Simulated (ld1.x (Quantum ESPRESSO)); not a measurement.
**Changing the settings of an RRKJ potential for Ru, part 1 of 2**

Aim: generate and test one potential in full, then change one design choice at a time and see what happens to hardness, ghosts and transferability.

The numbers are computed with ld1.x (Quantum ESPRESSO) 7.5 (PBE, scalar-relativistic, spin-unpolarised reference atom).

**1. The design**

Typed settings, in words:

| Property | Result |
| --- | --- |
| element | ruthenium (Ru, Z = 44) |
| type | norm-conserving RRKJ (Kleinman–Bylander form) |
| frozen core | [Ar] 3d10 |
| valence charge | 16 |
| reference configuration | 4s2 4p6 4d7 5s1 5p0 |
| partial waves | 4s (bound): rc 1.65 bohr; 4p (bound): rc 1.75 bohr; 4d (bound): rc 1.35 bohr |
| occupied shells without a wave | 5s |
| local potential | the d channel |
| core correction | not asked for |

The outer shells as boxes (Hund's rule for the drawing; the calculation is spin-unpolarised):

```
[Ar] core
3d [↑↓][↑↓][↑↓][↑↓][↑↓]
4s [↑↓]
4p [↑↓][↑↓][↑↓]
4d [↑↓][↑↓][↑ ][↑ ][↑ ]
5s [↑ ]
5p [  ][  ][  ]
```

The nodes and maxima of the atom's own shells, from an earlier all-electron run, set the scale for the radii.

All-electron outer shells of the reference configuration (PBE, scalar-relativistic, ld1.x):

| shell | level (eV) | outermost node (bohr) | outermost maximum (bohr) |
| --- | --- | --- | --- |
| 3p | -447.22 | 0.16 | 0.36 |
| 3d | -273.12 | – | 0.30 |
| 4s | -76.37 | 0.48 | 0.92 |
| 4p | -46.42 | 0.49 | 0.98 |
| 4d | -5.20 | 0.48 | 1.21 |
| 5s | -4.24 | 1.24 | 2.73 |
| 5p | -0.91 | 1.41 | 3.97 |

**2. Generation of the first potential**

The input, Ru.in:

```
 &input
   title='Ru', zed=44., rel=1, dft='PBE', iswitch=3,
   config='[Kr] 4d7 5s1 5p0',
   nld=3, rlderiv=1.90, eminld=-8.0, emaxld=5.0, deld=0.04
 /
 &inputp
   pseudotype=2, tm=.false., rho0=0.001, lloc=2,
   nlcc=.false.,
   file_pseudopw='Ru.UPF', file_wfcaegen='ae.wfc', file_wfcncgen='nc.wfc', file_beta='beta', file_chi='chi'
 /
3
4S  1  0   2.00   0.00  1.65  1.65  0.0
4P  2  1   6.00   0.00  1.75  1.75  0.0
4D  3  2   7.00   0.00  1.35  1.35  0.0
 &test
   configts(1)='4s2 4p6 4d7 5s1 5p0'
 /
```

The run is started by

```bash
$ ld1.x < Ru.in > Ru.out
```

Output in Ru.out (without the banner and most projector matrices):

```text
     Program LD1 v.7.5
     --------------------------- All-electron run ----------------------------

     Ru
     scalar relativistic calculation

     atomic number is 44.00
     dft =PBE   lsd =0 sic =0 latt =0  beta=0.20 tr2=1.0E-14
     Exchange-correlation= PBE
                           (   1   4   3   4   0   0   0)
     mesh =1233 r(mesh) = 101.06970 a.u. xmin = -7.00 dx = 0.01250
     1 Ry =  13.60569312 eV, c = 137.03599908

     n l     nl                  e(Ry)          e(Ha)          e(eV)
     1 0     1S 1( 2.00)     -1612.3846      -806.1923    -21937.6096
     2 0     2S 1( 2.00)      -231.8268      -115.9134     -3154.1644
     2 1     2P 1( 6.00)      -207.6229      -103.8115     -2824.8535
     3 0     3S 1( 2.00)       -40.8245       -20.4122      -555.4456
     3 1     3P 1( 6.00)       -32.8704       -16.4352      -447.2241
     4 0     4S 1( 2.00)        -5.6131        -2.8066       -76.3706
     4 1     4P 1( 6.00)        -3.4115        -1.7057       -46.4157
     3 2     3D 1(10.00)       -20.0737       -10.0369      -273.1169
     4 2     4D 1( 7.00)        -0.3823        -0.1912        -5.2021
     5 0     5S 1( 1.00)        -0.3116        -0.1558        -4.2393
     5 1     5P 1( 0.00)        -0.0671        -0.0335        -0.9124

     final scf error:  6.1E-15 reached in  31 iterations

     Etot =   -9061.510603 Ry,   -4530.755302 Ha, -123288.132501 eV

     Ekin =    9370.519994 Ry,    4685.259997 Ha,  127492.419439 eV
     Encl =  -21859.366718 Ry,  -10929.683359 Ha, -297411.835423 eV
     Eh   =    3694.086781 Ry,    1847.043390 Ha,   50260.611109 eV
     Exc  =    -266.750660 Ry,    -133.375330 Ha,   -3629.327625 eV

     normalization and overlap integrals

     s(1S/1S) =  1.000000  <r> =   0.0334  <r2> =    0.0015  r(max) =   0.0216
     s(2S/2S) =  1.000000  <r> =   0.1457  <r2> =    0.0250  r(max) =   0.1229
     s(2P/2P) =  1.000000  <r> =   0.1270  <r2> =    0.0197  r(max) =   0.0981
     s(3S/3S) =  1.000000  <r> =   0.4027  <r2> =    0.1856  r(max) =   0.3600
     s(3P/3P) =  1.000000  <r> =   0.4030  <r2> =    0.1888  r(max) =   0.3555
     s(4S/4S) =  1.000000  <r> =   1.0189  <r2> =    1.1771  r(max) =   0.9193
     s(4P/4P) =  1.000000  <r> =   1.1285  <r2> =    1.4617  r(max) =   0.9785
     s(3D/3D) =  1.000000  <r> =   0.3841  <r2> =    0.1767  r(max) =   0.3022
     s(4D/4D) =  1.000000  <r> =   1.7020  <r2> =    3.6414  r(max) =   1.2102
     s(5S/5S) =  1.000000  <r> =   3.3894  <r2> =   13.3290  r(max) =   2.7273
     s(5P/5P) =  1.000000  <r> =   5.3169  <r2> =   33.9885  r(max) =   3.9682

     ------------------------ End of All-electron run ------------------------

     --------------------- Generating NC pseudopotential ---------------------

      Generating local pot.: lloc=2, matching radius rcloc =   1.3500

      Wfc   4S  rcut= 1.634  Estimated cut-off energy=       20.56 Ry
      Using 4 Bessel functions for this wfc, rho(0) = 0.001
      This function has    0 nodes for 0 < r <    1.634

      Wfc   4P  rcut= 1.761  Estimated cut-off energy=       59.30 Ry
      This function has    0 nodes for 0 < r <    1.761

     ------------------- End of pseudopotential generation -------------------

     [... the all-electron block is printed once more ...]


     Computing logarithmic derivative in   1.90996
     Message from routine run_pseudo:
     Warning: convergence not achieved
     Computing logarithmic derivative in   1.90996
     Computing the partial wave expansion
     R is outside the sphere for l=    0 j= 0.00
     R is outside the sphere for l=    1 j= 0.00
       no projector for channel:   2

     ---------------------- Testing the pseudopotential ----------------------

     Ru
     scalar relativistic calculation

     atomic number is 44.00   valence charge is 16.00
     dft =PBE   lsd =0 sic =0 latt =0  beta=0.20 tr2=1.0E-14
     mesh =1233 r(mesh) = 101.06970 xmin = -7.00 dx = 0.01250

     n l     nl             e AE (Ry)        e PS (Ry)    De AE-PS (Ry)
     1 0     4S   1( 2.00)       -5.61314       -5.61313       -0.00000
     2 1     4P   1( 6.00)       -3.41149       -3.41149       -0.00000
     3 2     4D   1( 7.00)       -0.38235       -0.38234       -0.00001
     2 0     5S   1( 1.00)       -0.31159       -0.30842       -0.00316
     3 1     5P   1( 0.00)       -0.06706       -0.06839        0.00133

     eps = 5.9E-11  iter =201

     Etot =   -9061.510603 Ry,   -4530.755302 Ha, -123288.132501 eV
     Etotps =  -189.413532 Ry,     -94.706766 Ha,   -2577.102392 eV

     Ekin =      66.459022 Ry,      33.229511 Ha,     904.221057 eV
     Encl =    -407.334846 Ry,    -203.667423 Ha,   -5542.072917 eV
     Ehrt =     160.697373 Ry,      80.348687 Ha,    2186.399149 eV
     Ecxc =     -19.814489 Ry,      -9.907244 Ha,    -269.589856 eV
     Epseu=      10.579408 Ry,       5.289704 Ha,     143.940175 eV

     ---------------------- End of pseudopotential test ----------------------
```

It took 5.9 s on 1 thread, shared host. This counts the later configuration tests of the new file too.

Partial waves on a coarse radial grid (AE all-electron, PS pseudo):

```csv
r (bohr),4p AE,4p PS,4s AE,4s PS
0.088,0.3498,0.0218,0.3982,0.0112
0.175,-0.1624,0.0844,-0.0439,0.0457
0.262,-0.5403,0.1819,-0.5715,0.1206
0.350,-0.5040,0.3070,-0.5695,0.2438
0.438,-0.2101,0.4477,-0.2160,0.4084
0.525,0.1560,0.5902,0.2281,0.5950
0.612,0.4923,0.7247,0.6202,0.7819
0.700,0.7568,0.8425,0.9069,0.9469
0.788,0.9354,0.9343,1.0777,1.0677
0.875,1.0349,0.9948,1.1492,1.1323
0.962,1.0716,1.0235,1.1472,1.1409
1.050,1.0611,1.0216,1.0945,1.1001
1.138,1.0177,0.9923,1.0108,1.0224
1.225,0.9541,0.9415,0.9125,0.9238
1.312,0.8791,0.8752,0.8092,0.8169
1.400,0.7984,0.7989,0.7067,0.7103
1.487,0.7184,0.7198,0.6114,0.6124
1.575,0.6401,0.6411,0.5234,0.5235
1.662,0.5674,0.5677,0.4458,0.4458
1.750,0.4996,0.4996,0.3768,0.3768
1.838,0.4378,0.4378,0.3169,0.3169
1.925,0.3829,0.3829,0.2660,0.2660
2.012,0.3339,0.3339,0.2226,0.2226
2.100,0.2899,0.2899,0.1853,0.1853
2.188,0.2512,0.2512,0.1539,0.1539
2.275,0.2176,0.2176,0.1279,0.1279
```

**3. Transferability test**

The input, Ru.test.in:

```
 &input
   title='Ru', zed=44., rel=1, dft='PBE', iswitch=2,
   config='[Kr] 4d7 5s1 5p0'
 /
 &test
   file_pseudo='Ru.UPF', nconf=8,
   configts(1)='4s2 4p6 4d7 5s1 5p0',
   configts(2)='4s2 4p6 4d7 5s0 5p0',
   configts(3)='4s2 4p6 4d6 5s0 5p0',
   configts(4)='4s2 4p6 4d5 5s0 5p0',
   configts(5)='4s1 4p6 4d7 5s1 5p0',
   configts(6)='4s2 4p6 4d7 5s0 5p1',
   configts(7)='4s2 4p6 4d4 5s0 5p0',
   configts(8)='4s2 4p6 4d6 5s1 5p1'
 /
```

The run is started by

```bash
$ ld1.x < Ru.test.in > Ru.test.out
```

Ru.test.out, the pseudopotential blocks, each with the warnings that came before it:

```text
     Warning: convergence not achieved
     ---------------------- Testing the pseudopotential ----------------------

     Ru
     scalar relativistic calculation

     atomic number is 44.00   valence charge is 16.00
     dft =PBE   lsd =0 sic =0 latt =0  beta=0.20 tr2=1.0E-14
     mesh =1233 r(mesh) = 101.06970 xmin = -7.00 dx = 0.01250

     n l     nl             e AE (Ry)        e PS (Ry)    De AE-PS (Ry)
     1 0     4S   1( 2.00)       -5.61314       -5.61313       -0.00000
     2 1     4P   1( 6.00)       -3.41149       -3.41149       -0.00000
     3 2     4D   1( 7.00)       -0.38235       -0.38234       -0.00001
     2 0     5S   1( 1.00)       -0.31159       -0.30842       -0.00316
     3 1     5P   1( 0.00)       -0.06706       -0.06839        0.00133

     eps = 2.3E-11  iter =201

     Etot =   -9061.510603 Ry,   -4530.755302 Ha, -123288.132501 eV
     Etotps =  -189.413532 Ry,     -94.706766 Ha,   -2577.102392 eV

     Ekin =      66.459022 Ry,      33.229511 Ha,     904.221057 eV
     Encl =    -407.334846 Ry,    -203.667423 Ha,   -5542.072916 eV
     Ehrt =     160.697373 Ry,      80.348687 Ha,    2186.399149 eV
     Ecxc =     -19.814489 Ry,      -9.907244 Ha,    -269.589856 eV
     Epseu=      10.579408 Ry,       5.289704 Ha,     143.940175 eV

     ---------------------- End of pseudopotential test ----------------------

     Warning: convergence not achieved
     ---------------------- Testing the pseudopotential ----------------------

     Ru
     [...]
     n l     nl             e AE (Ry)        e PS (Ry)    De AE-PS (Ry)
     1 0     4S   1( 2.00)       -6.15718       -6.15530       -0.00188
     2 1     4P   1( 6.00)       -3.95809       -3.95597       -0.00211
     3 2     4D   1( 7.00)       -0.92189       -0.91991       -0.00198
     2 0     5S   1( 0.00)       -0.77142       -0.76611       -0.00530  !
     3 1     5P   1( 0.00)       -0.44984       -0.45198        0.00213

     eps = 6.0E-12  iter =201

     Etot =   -9060.974636 Ry,   -4530.487318 Ha, -123280.840289 eV
     Etotps =  -188.881671 Ry,     -94.440835 Ha,   -2569.866051 eV
     dEtot_ae =       0.535968 Ry
     dEtot_ps =       0.531861 Ry,   Delta E=       0.004107 Ry

     [...]
     ---------------------- End of pseudopotential test ----------------------

     Warning: convergence not achieved
     ---------------------- Testing the pseudopotential ----------------------

     Ru
     [...]
     n l     nl             e AE (Ry)        e PS (Ry)    De AE-PS (Ry)
     1 0     4S   1( 2.00)       -7.09306       -7.08957       -0.00349
     2 1     4P   1( 6.00)       -4.88131       -4.87818       -0.00312
     3 2     4D   1( 6.00)       -1.77401       -1.77143       -0.00258
     2 0     5S   1( 0.00)       -1.40128       -1.39362       -0.00766  !
     3 1     5P   1( 0.00)       -0.98924       -0.99446        0.00522  !

     eps = 9.9E-11  iter =201

     Etot =   -9059.637961 Ry,   -4529.818980 Ha, -123262.653900 eV
     Etotps =  -187.547232 Ry,     -93.773616 Ha,   -2551.710085 eV
     dEtot_ae =       1.872643 Ry
     dEtot_ps =       1.866300 Ry,   Delta E=       0.006342 Ry

     [...]
     ---------------------- End of pseudopotential test ----------------------

     Warning: convergence not achieved
     ---------------------- Testing the pseudopotential ----------------------

     Ru
     [...]
     n l     nl             e AE (Ry)        e PS (Ry)    De AE-PS (Ry)
     1 0     4S   1( 2.00)       -8.16389       -8.15776       -0.00614  !
     2 1     4P   1( 6.00)       -5.93311       -5.92871       -0.00439
     3 2     4D   1( 5.00)       -2.74533       -2.74177       -0.00356
     2 0     5S   1( 0.00)       -2.11289       -2.10225       -0.01065  !
     3 1     5P   1( 0.00)       -1.61922       -1.62931        0.01009  !

     eps = 4.1E-10  iter =201

     Etot =   -9057.387242 Ry,   -4528.693621 Ha, -123232.031306 eV
     Etotps =  -185.299387 Ry,     -92.649693 Ha,   -2521.126594 eV
     dEtot_ae =       4.123362 Ry
     dEtot_ps =       4.114145 Ry,   Delta E=       0.009217 Ry

     [...]
     ---------------------- End of pseudopotential test ----------------------

     Warning: convergence not achieved
     ---------------------- Testing the pseudopotential ----------------------

     Ru
     [...]
     n l     nl             e AE (Ry)        e PS (Ry)    De AE-PS (Ry)
     1 0     4S   1( 1.00)       -6.58167       -6.57818       -0.00349
     2 1     4P   1( 6.00)       -4.35220       -4.35357        0.00138
     3 2     4D   1( 7.00)       -1.21249       -1.21118       -0.00131
     2 0     5S   1( 1.00)       -0.87666       -0.87142       -0.00524  !
     3 1     5P   1( 0.00)       -0.51895       -0.52407        0.00512  !

     eps = 3.9E-11  iter =201

     Etot =   -9055.433017 Ry,   -4527.716508 Ha, -123205.442725 eV
     Etotps =  -183.335574 Ry,     -91.667787 Ha,   -2494.407556 eV
     dEtot_ae =       6.077586 Ry
     dEtot_ps =       6.077958 Ry,   Delta E=      -0.000372 Ry

     [...]
     ---------------------- End of pseudopotential test ----------------------

     Warning: convergence not achieved
     ---------------------- Testing the pseudopotential ----------------------

     Ru
     [...]
     n l     nl             e AE (Ry)        e PS (Ry)    De AE-PS (Ry)
     1 0     4S   1( 2.00)       -5.73207       -5.72782       -0.00425
     2 1     4P   1( 6.00)       -3.53158       -3.52726       -0.00432
     3 2     4D   1( 7.00)       -0.49723       -0.49342       -0.00381
     2 0     5S   1( 0.00)       -0.39102       -0.38521       -0.00581  !
     3 1     5P   1( 1.00)       -0.12647       -0.12644       -0.00003

     eps = 1.4E-11  iter =201

     Etot =   -9061.256214 Ry,   -4530.628107 Ha, -123284.671360 eV
     Etotps =  -189.164224 Ry,     -94.582112 Ha,   -2573.710376 eV
     dEtot_ae =       0.254389 Ry
     dEtot_ps =       0.249309 Ry,   Delta E=       0.005081 Ry

     [...]
     ---------------------- End of pseudopotential test ----------------------

     Warning: convergence not achieved
     ---------------------- Testing the pseudopotential ----------------------

     Ru
     [...]
     n l     nl             e AE (Ry)        e PS (Ry)    De AE-PS (Ry)
     1 0     4S   1( 2.00)       -9.34080       -9.33041       -0.01039  !
     2 1     4P   1( 6.00)       -7.08572       -7.07945       -0.00627  !
     3 2     4D   1( 4.00)       -3.81315       -3.80768       -0.00546  !
     2 0     5S   1( 0.00)       -2.89250       -2.87797       -0.01453  !
     3 1     5P   1( 0.00)       -2.32348       -2.34075        0.01727  !

     eps = 7.6E-10  iter =201

     Etot =   -9054.115645 Ry,   -4527.057823 Ha, -123187.518967 eV
     Etotps =  -182.031919 Ry,     -91.015960 Ha,   -2476.670433 eV
     dEtot_ae =       7.394958 Ry
     dEtot_ps =       7.381613 Ry,   Delta E=       0.013346 Ry

     [...]
     ---------------------- End of pseudopotential test ----------------------

     Warning: convergence not achieved
     ---------------------- Testing the pseudopotential ----------------------

     Ru
     [...]
     n l     nl             e AE (Ry)        e PS (Ry)    De AE-PS (Ry)
     1 0     4S   1( 2.00)       -5.97341       -5.96894       -0.00447
     2 1     4P   1( 6.00)       -3.76083       -3.75696       -0.00387
     3 2     4D   1( 6.00)       -0.67286       -0.66987       -0.00299
     2 0     5S   1( 1.00)       -0.45387       -0.44767       -0.00620  !
     3 1     5P   1( 1.00)       -0.15422       -0.15530        0.00108

     eps = 2.9E-11  iter =201

     Etot =   -9061.095102 Ry,   -4530.547551 Ha, -123282.479317 eV
     Etotps =  -189.000675 Ry,     -94.500337 Ha,   -2571.485181 eV
     dEtot_ae =       0.415501 Ry
     dEtot_ps =       0.412857 Ry,   Delta E=       0.002644 Ry

     [...]
     ---------------------- End of pseudopotential test ----------------------
```

Excitation and ionisation energies from 4s2 4p6 4d7 5s1 5p0, with the error of the potential. A star marks tests that logged a warning. The frozen-core shift comes from a second all-electron run, not shown, with the core orbitals held at their reference shape; it is that run's ΔE less the relaxed one.

```tsv
valence configuration	charge	ΔE all-electron (eV)	error AE − PS (meV)	frozen-core shift (meV)
4s2 4p6 4d7 5s0 5p0 *	+1	7.292	+56	+1.7
4s2 4p6 4d6 5s0 5p0 *	+2	25.479	+86	+0.1
4s2 4p6 4d5 5s0 5p0 *	+3	56.101	+125	-0.6
4s1 4p6 4d7 5s1 5p0 *	+1	82.690	-5.1	+24
4s2 4p6 4d7 5s0 5p1 *	0	3.461	+69	+0.7
4s2 4p6 4d4 5s0 5p0 *	+4	100.614	+182	+2.9
4s2 4p6 4d6 5s1 5p1 *	0	5.653	+36	-2.9
```

**4. Logarithmic derivatives**

Taken from the files of the generation run. The phase is arctan(r·u′/u) with u = r·R, unwrapped, with energies in Ry. A pole is an energy at which the radial function vanishes at the test radius. The pseudo phase is shifted by a multiple of π to meet the all-electron one at the reference energy. Levels narrower than the energy grid can be missing from the poles. The last column is the largest difference on the grid between −1 and +1 Ry.

```tsv
channel	radius (bohr)	reference (Ry)	poles AE	poles PS	window around the reference with phases within 0.05 rad (Ry)	largest difference near zero (rad)
s	1.91	-5.61	-5.27	-5.27	below 1.4	0.028
p	1.91	-3.41	-2.81	-2.81	below 1.9	0.015
d	1.91	-0.38	1.12	1.11	the whole range	0.000
```

Phases (rad) along the scan:

```csv
E (Ry),s AE,s PS,p AE,p PS
-8.00,1.323,1.323,1.354,1.353
-7.52,1.298,1.298,1.342,1.342
-7.04,1.257,1.257,1.328,1.328
-6.56,1.166,1.167,1.311,1.311
-6.08,0.739,0.739,1.288,1.288
-5.60,-1.336,-1.336,1.255,1.254
-5.12,-1.618,-1.618,1.202,1.201
-4.64,-1.697,-1.697,1.098,1.097
-4.16,-1.741,-1.740,0.785,0.783
-3.68,-1.773,-1.772,-0.681,-0.682
-3.20,-1.801,-1.801,-1.421,-1.421
-2.72,-1.830,-1.829,-1.593,-1.593
-2.24,-1.861,-1.859,-1.671,-1.672
-1.76,-1.896,-1.894,-1.722,-1.723
-1.28,-1.940,-1.937,-1.762,-1.764
-0.80,-1.996,-1.992,-1.799,-1.802
-0.32,-2.072,-2.065,-1.838,-1.842
0.16,-2.182,-2.171,-1.881,-1.888
0.64,-2.352,-2.332,-1.932,-1.944
1.12,-2.630,-2.593,-2.000,-2.019
1.60,-3.063,-3.003,-2.092,-2.126
2.08,-3.564,-3.501,-2.231,-2.294
2.56,-3.945,-3.899,-2.454,-2.580
3.04,-4.180,-4.149,-2.822,-3.053
3.52,-4.326,-4.304,-3.333,-3.606
4.00,-4.422,-4.406,-3.793,-4.001
4.48,-4.489,-4.476,-4.089,-4.231
4.96,-4.540,-4.529,-4.268,-4.369
```

**5. Cutoff and ghost test in a Bessel basis**

This step uses the generator's waves and projectors in a separate script. Basis: spherical Bessel functions vanishing at 20 bohr, q² up to the cutoff; potential fixed at the reference.

All-electron valence levels (Ry): 4s -5.6131, 5s -0.3116, 4p -3.4115, 5p -0.0671, 4d -0.3824. The lowest levels of each channel (Ry) by cutoff; the last column sums, over occupied levels, occupation times the distance from the level at 400 Ry. A positive value at high cutoff is not a bound level.

```csv
cutoff (Ry),s #1,s #2,p #1,p #2,d #1,f #1,Σ f·Δε (mRy)
8,-4.5457,-0.2281,-2.3282,-0.0310,0.0416,0.1082,11682.9
15,-4.6830,-0.2343,-3.2376,-0.0589,-0.0627,0.1082,5215.3
25,-5.1811,-0.2690,-3.4054,-0.0675,-0.2647,0.1082,1763.6
45,-5.5861,-0.3053,-3.4115,-0.0683,-0.3752,0.1082,107.6
60,-5.6124,-0.3083,-3.4115,-0.0683,-0.3819,0.1082,5.2
70,-5.6131,-0.3084,-3.4115,-0.0683,-0.3823,0.1082,0.8
90,-5.6132,-0.3084,-3.4115,-0.0683,-0.3823,0.1082,0.4
400,-5.6132,-0.3084,-3.4115,-0.0683,-0.3823,0.1082,0.0
```

The sum stays within 10 mRy from 60 Ry and within 1 mRy from 70 Ry. The sum leaves out empty levels, which can need more. Ghost test: no level below the all-electron spectrum of its channel (s, p, d, f tested).

(Continued in part 2 of 2.)
